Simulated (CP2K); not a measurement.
Crystal: HfB.

```
Hf B
1.0
     3.26683    0.00000    0.00000
     1.63342    2.82916    0.00000
     1.63342    0.94305    2.66736
Hf B
1 1
Direct
  0.50000 0.50000 0.50000
  0.00000 0.00000 0.00000
```

Base run:

```yaml
Program: CP2K 2026.2
Functional: PBE
Potentials_or_basis: POTENTIAL_UZH Hf GTH-PBE0-q12, B GTH-PBE0-q3; DZVP-MOLOPT-SR-GTH basis
Density_cutoff: 6123 eV
k_mesh: 10 × 10 × 10
Occupations: fermi-dirac, width 0.05 eV
Spin: no spin polarisation
```

Its results: band gap on the k mesh none (metal or under the smearing width); pressure 30.2 GPa.

Question: The run is repeated on the same cell with these changes: potentials or basis from POTENTIAL_UZH Hf GTH-PBE0-q12, B GTH-PBE0-q3; DZVP-MOLOPT-SR-GTH basis to POTENTIAL_UZH Hf GTH-SCAN-q12, B GTH-SCAN-q3; DZVP-MOLOPT-SR-GTH basis; potentials from Hf GTH-PBE0-q12 of POTENTIAL_UZH, B GTH-PBE0-q3 of POTENTIAL_UZH to Hf GTH-SCAN-q12 of POTENTIAL_UZH, B GTH-SCAN-q3 of POTENTIAL_UZH. What comes out?

Answer: Band gap on the k mesh none (metal or under the smearing width); pressure 22.3 GPa.

Caveats: spin-orbit coupling is left out, which moves the levels of the heavy elements; the basis of atomic orbitals isn't converged, which shifts pressures, moduli and gaps; a pressure of tens of GPa on the cell as given is suspect, and the run, the potentials or the cell itself is likely at fault (some runs); the potentials were made for another functional, which shifts forces and pressure (some runs).
